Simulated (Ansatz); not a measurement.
# C2H7N3O2: the cost of one run

Method: RKS revPBE/STO-3G, in Ansatz 0.2.0.

### Step 1. The structure to begin with

Bond lengths: N1–C2 1.389 Å, C2–N3 1.445 Å, N3–C4 1.461 Å, C4–O5 1.446 Å, C4–O6 1.340 Å, C2–N7 1.443 Å, C4–N7 1.417 Å, N1–H8 1.019 Å, N1–H9 1.051 Å, C2–H10 1.098 Å, N3–H11 1.036 Å, O5–H12 0.934 Å, O6–H13 0.979 Å, N7–H14 0.981 Å. Angles (14 of 23 angles, heavy atoms first): N1–C2–N3 108.5°, N1–C2–N7 112.8°, N3–C2–N7 86.2°, C2–N3–C4 86.8°, N3–C4–O5 106.9°, N3–C4–O6 118.1°, N3–C4–N7 86.6°, O5–C4–O6 114.6°, O5–C4–N7 110.8°, O6–C4–N7 116.6°, C2–N7–C4 88.5°, N1–C2–H10 115.6°, N3–C2–H10 116.7°, N7–C2–H10 113.6°.

Structure file:

```xyz
14

N    -0.3041   -0.3566   -2.1018
C     0.4220   -0.2587   -0.9222
N    -0.2744   -0.9953    0.1070
C     0.0404    0.1165    1.0003
O    -1.1568    0.3965    1.7610
O     1.1602    0.0402    1.7320
N     0.0969    0.9239   -0.1625
H    -1.3009   -0.3746   -1.8902
H    -0.2674    0.5614   -2.6130
H     1.5014   -0.4394   -1.0138
H     0.2945   -1.7942    0.4418
H    -1.8278    0.4049    1.1110
H     0.7748    0.1801    2.6208
H     0.8282    1.5660   -0.0417
```

### Step 2. Relaxing the start

File input.yaml:

```yaml
crystal:
  periodic: [false, false, false]
  atoms:
    - { symbol: "N", position_ang: [-0.3041, -0.3566, -2.1018] }
    - { symbol: C, position_ang: [0.422, -0.2587, -0.9222] }
    - { symbol: "N", position_ang: [-0.2744, -0.9953, 0.107] }
    - { symbol: C, position_ang: [0.0404, 0.1165, 1.0003] }
    - { symbol: O, position_ang: [-1.1568, 0.3965, 1.761] }
    - { symbol: O, position_ang: [1.1602, 0.0402, 1.732] }
    - { symbol: "N", position_ang: [0.0969, 0.9239, -0.1625] }
    - { symbol: H, position_ang: [-1.3009, -0.3746, -1.8902] }
    - { symbol: H, position_ang: [-0.2674, 0.5614, -2.613] }
    - { symbol: H, position_ang: [1.5014, -0.4394, -1.0138] }
    - { symbol: H, position_ang: [0.2945, -1.7942, 0.4418] }
    - { symbol: H, position_ang: [-1.8278, 0.4049, 1.111] }
    - { symbol: H, position_ang: [0.7748, 0.1801, 2.6208] }
    - { symbol: H, position_ang: [0.8282, 1.566, -0.0417] }
basis:
  gaussian: { orbitals: STO-3G }
hamiltonian:
  xc: revpbe
relax:
  f_tol: 0.02
  max_steps: 40
scf:
  lower_state_search: "off"
```

Command:

```
ansatz run input.yaml --threads 1 --pin off --max-ram 2048MiB --backend cpu --events-out ev --progress --plain --runs-dir out
```

Q: Estimate wall time and peak memory on 1 thread of an Arm CPU, shared host.

About 35 s, with a peak of 0.12 GiB.
